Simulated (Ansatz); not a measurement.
# CH4As+ (SMILES [CH2+][AsH2]): functionals against CCSD(T) at one geometry

The task here is to estimate one member of a computed series from the others.

Computed with Ansatz 0.2.0, Gaussian basis. Level: single points in def2-TZVPP.

Correlated methods freeze the cores. Filled d shells of the heavier atoms are correlated.

### The starting structure

SMILES `[CH2+][AsH2]`, 6 atoms, charge 1, spin multiplicity 1.

Atoms are counted from 1 here; the program's logs count them from 0.

Bond lengths: C1–As2 1.713 Å, C1–H3 1.038 Å, C1–H4 1.326 Å, As2–H5 1.496 Å, As2–H6 1.505 Å. Angles: As2–C1–H3 132.4°, As2–C1–H4 119.8°, H3–C1–H4 107.8°, C1–As2–H5 93.4°, C1–As2–H6 90.6°, H5–As2–H6 69.5°.

Geometry (Å):

```xyz
6
charge 1, multiplicity 1
C    -0.6864   -0.2716   -0.3471
As    0.2982    1.0913   -0.0196
H    -1.5684   -0.3858   -0.8831
H    -0.3588   -1.4561    0.1511
H     1.5582    0.2846    0.0105
H     0.5649    0.5841    1.3722
```

Set-up of the first run:

Input file run/in.yaml:

```yaml
crystal:
  periodic: [false, false, false]
  atoms:
    - {symbol: C, position_ang: [-0.686400, -0.271600, -0.347100]}
    - {symbol: As, position_ang: [0.298200, 1.091300, -0.019600]}
    - {symbol: H, position_ang: [-1.568400, -0.385800, -0.883100]}
    - {symbol: H, position_ang: [-0.358800, -1.456100, 0.151100]}
    - {symbol: H, position_ang: [1.558200, 0.284600, 0.010500]}
    - {symbol: H, position_ang: [0.564900, 0.584100, 1.372200]}
basis:
  gaussian: {orbitals: def2-TZVPP}
total_charge: 1
correlation: {method: ccsd_t}
output: {forces: true}
```

No record of the launch command was kept for these runs.

Steps of the session up to this table: CCSD(T)/def2-TZVPP; PBE0-D4/def2-TZVPP; wB97M-V/def2-TZVPP; r2SCAN-D4/def2-TZVPP; PBE-D4/def2-TZVPP; B97M-V/def2-TZVPP; r2SCAN0-D4/def2-TZVPP.

One table of the session follows, with a row left open; its other results are not shown here.

```
    method  RMS force component (eV/Å)  angle to CCSD(T) forces (°)
   CCSD(T)                       2.973                    reference
   PBE0-D4                       2.955                          1.8
   wB97M-V                       2.982                          1.4
 r2SCAN-D4                           ?                            ?
    PBE-D4                       2.919                          4.7
    B97M-V                       2.919                          1.4
r2SCAN0-D4                       2.950                          2.1
```

Estimate the missing values for r2SCAN-D4.

The run gave: RMS force component (eV/Å): 2.899; angle to CCSD(T) forces (°): 1.8. In the column «RMS force component (eV/Å)» it is the lowest.
